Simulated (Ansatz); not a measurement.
**BFGaH₆NSi: a ladder of functionals and wavefunction methods**

Aim: compute BFGaH₆NSi with functionals from several rungs and with coupled cluster, and see how far each lands from CCSD(T) at the basis-set limit for the atomisation energy.

The runs use Ansatz 0.2.0, Gaussian basis; functionals in def2-TZVPP, the program's frozen cores in correlated methods.

Plan: LDA (SPW92), PBE-D4, revPBE-D4, BLYP-D4, r2SCAN-D4, B97M-V, PBE0-D4, B3LYP-D4, r2SCANh-D4, r2SCAN0-D4, HSE06-D4, BHLYP-D4, CAM-B3LYP-D4, LC-ωPBE, ωB97X-V, ωB97M-V, B2PLYP, PBE-QIDH; CCSD(T)/def2-SVP; CCSD(T)/def2-TZVPP; MP2/def2-QZVPP; extrapolation to the limit; RPA on PBE.

**1. The geometry**

The geometry comes from an earlier relaxation with PBE0-D4 in a triple-zeta def2 set; it is a stationary point, not always the lowest conformer.

SMILES `[NH2][Ga]([SiH3])[BH]F`, 11 atoms, charge 0, spin multiplicity 1.

Atoms are counted from 1 here; the program's logs count them from 0.

Bond lengths: N1–Ga2 1.822 Å, N1–H6 1.006 Å, N1–H7 1.006 Å, Ga2–Si3 2.414 Å, Ga2–B4 2.115 Å, Si3–H8 1.491 Å, Si3–H9 1.491 Å, Si3–H10 1.491 Å, B4–F5 1.325 Å, B4–H11 1.207 Å. Angles: Ga2–N1–H6 125.0°, Ga2–N1–H7 123.3°, H6–N1–H7 111.6°, N1–Ga2–Si3 113.3°, N1–Ga2–B4 118.4°, Si3–Ga2–B4 128.2°, Ga2–Si3–H8 111.2°, Ga2–Si3–H9 112.2°, Ga2–Si3–H10 111.2°, H8–Si3–H9 107.5°, H8–Si3–H10 106.9°, H9–Si3–H10 107.6°, Ga2–B4–F5 120.1°, Ga2–B4–H11 124.9°, F5–B4–H11 114.9°.

**2. LDA**

This LDA is Slater exchange with PW92 correlation.

Contents of in.yaml:

```yaml
crystal:
  periodic: [false, false, false]
  atoms:
    - {symbol: N, position_ang: [0.748704, 0.926016, 1.602265]}
    - {symbol: Ga, position_ang: [0.353470, 0.050966, 0.054187]}
    - {symbol: Si, position_ang: [-2.013806, -0.292936, -0.272512]}
    - {symbol: B, position_ang: [1.942994, -0.477396, -1.237434]}
    - {symbol: F, position_ang: [2.470759, -1.691743, -1.180269]}
    - {symbol: H, position_ang: [1.677223, 1.152853, 1.916318]}
    - {symbol: H, position_ang: [0.051253, 1.216061, 2.267149]}
    - {symbol: H, position_ang: [-2.483757, 0.350858, -1.532753]}
    - {symbol: H, position_ang: [-2.823416, 0.267211, 0.847092]}
    - {symbol: H, position_ang: [-2.336886, -1.744399, -0.380133]}
    - {symbol: H, position_ang: [2.413482, 0.242511, -2.083900]}
basis:
  gaussian: {orbitals: def2-TZVPP}
hamiltonian: {xc: lda}
output: {orbitals: {seedname: orbitals}}
```

Run with:

```
$ ansatz run in.yaml --threads 4 --pin off --events-out ev --progress --plain --max-ram 10444MiB
```

Further steps of the session: PBE-D4 (GGA); revPBE-D4 (GGA); BLYP-D4 (GGA); r2SCAN-D4 (meta-GGA); B97M-V (meta-GGA); B3LYP-D4 (hybrid); r2SCANh-D4 (hybrid); r2SCAN0-D4 (hybrid); HSE06-D4 (hybrid); BHLYP-D4 (hybrid); CAM-B3LYP-D4 (range-separated); LC-ωPBE (range-separated); ωB97X-V (range-separated); ωB97M-V (range-separated); B2PLYP (double hybrid); PBE-QIDH (double hybrid); CCSD(T) in def2-SVP; CCSD(T) in def2-TZVPP; MP2 in def2-QZVPP; RPA on PBE orbitals.

**Question.** What will the summary of the whole plan be? Wanted: atomisation energy, CCSD(T)/CBS; farthest beyond LDA; mean size of error, GGA; mean size of error, meta-GGA; mean size of error, hybrid; mean size of error, range-separated; mean size of error, double hybrid; gap, smallest and largest; T1 diagnostic.

**Answer**, as computed:

| quantity | value |
| --- | --- |
| atomisation energy, CCSD(T)/CBS | 837.6 kcal/mol |
| functionals within 8.4 kcal/mol (1.0 %) | PBE-D4, BLYP-D4, r2SCAN-D4, B97M-V, PBE0-D4, B3LYP-D4, r2SCANh-D4, HSE06-D4, CAM-B3LYP-D4, LC-ωPBE, ωB97X-V, ωB97M-V |
| farthest beyond LDA | BHLYP-D4 (-22.4 kcal/mol) |
| mean size of error, GGA | 8.6 kcal/mol |
| mean size of error, meta-GGA | 0.6 kcal/mol |
| mean size of error, hybrid | 9.2 kcal/mol |
| mean size of error, range-separated | 3.0 kcal/mol |
| mean size of error, double hybrid | 10.2 kcal/mol |
| gap, smallest and largest | 3.14 eV (LDA (SPW92)), 10.17 eV (LC-ωPBE) |
| T1 diagnostic | 0.0150 |
| triples share of the correlation energy | 3.6 % |

LDA overbinds by 112.4 kcal/mol (13 %). PBE-D4 misses by +6.7 kcal/mol. Double hybrids carry the basis error of their MP2 part in triple zeta, and no dispersion term here, so their miss is partly the set-up's. The rungs meta-GGA, range-separated miss on average by less than the doubt on the reference (8.4 kcal/mol), so they tie. Misses under about 8.4 kcal/mol are within the doubt on the reference itself, which lacks core-valence correlation, relativity and higher excitations, and its outer-core shells are covered unevenly. Hartree-Fock recovers 73 % of the binding; the rest is correlation. CCSD(T) in def2-SVP is off by -54.4 kcal/mol, more than most functionals: a good method in a small basis is no reference. The gap grows from 3.1 to 10.2 eV across the functionals, mostly with the share of exact exchange. Correlated methods include outer-core shells of Ga, which these sets cover unevenly.
